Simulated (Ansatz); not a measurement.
# Hf3NbO2: the cost of one run

Computed with Ansatz 0.2.0 (DFT PBE, scalar-relativistic, plane waves, PAW, unless a step's input says otherwise).

1 further run of the same task is left out (set aside as unsound or not needed).

## (1) Starting point

Symmetry: P4/mmm, No. 123, tetragonal system. The conventional cell has a = 3.176 Å, b = 3.176 Å, c = 10.616 Å, α = 90.00°, β = 90.00°, γ = 90.00°. Hf (site symmetry 4/mmm) is surrounded by 8 O at 2.77 Å and 6 Hf at 3.03 to 3.18 Å. Around Hf (site symmetry 4mm) lie 4 O at 2.65 Å and 1 Hf at 3.03 Å. Nb (site symmetry 4/mmm) is surrounded by 4 Nb at 3.18 Å and 8 Hf at 3.20 Å. O (site symmetry 4mm) has 8 Hf at 2.65 to 2.77 Å as nearest neighbours.

As a file:

```
CELL_PARAMETERS angstrom
3.17571 0.00000 0.00000
0.00000 3.17571 0.00000
0.00000 0.00000 10.61579
ATOMIC_POSITIONS crystal
Hf 0.00000 0.00000 0.00000
Hf 0.00000 0.00000 0.71455
Hf 0.00000 0.00000 0.28545
Nb 0.50000 0.50000 0.50000
O 0.50000 0.50000 0.84736
O 0.50000 0.50000 0.15264
```

The cell is invented: species swapped into a database cell of MgSc3Ru2 (P4/mmm, No. 123), with Nb on the Mg sites, Hf on the Sc sites and O on the Ru sites. Its size is a rough estimate.

## (2) Probe: one point on a coarse mesh

Input file input.yaml:

```yaml
crystal:
  lattice:
    - [3.17571172, 0.0, 0.0]
    - [0.0, 3.17571172, 0.0]
    - [0.0, 0.0, 10.61579303]
  atoms:
    - { symbol: Hf, position: [0.0, 0.0, 0.0] }
    - { symbol: Hf, position: [0.0, 0.0, 0.71455228] }
    - { symbol: Hf, position: [0.0, 0.0, 0.28544772] }
    - { symbol: Nb, position: [0.5, 0.5, 0.5] }
    - { symbol: O, position: [0.5, 0.5, 0.84736025] }
    - { symbol: O, position: [0.5, 0.5, 0.15263975] }
basis:
  ecutwfc: 420
kpoints:
  mp_grid: { grid: [6, 6, 2] }
hamiltonian:
  xc: pbe
scf:
  occupations: { method: gaussian, width: 0.1 }
  lower_state_search: "off"
output:
  forces: true
  stress: true
  eigenvalues: true
```

Launch:

```bash
$ ansatz run input.yaml --threads 1 --pin off --max-ram 2560MiB --backend cpu --events-out ev --progress --plain --runs-dir out
```

Q: Estimate wall time and peak memory on 1 thread of Arm Neoverse V2, shared host.

About 6.6 s, with a peak of 0.43 GiB.
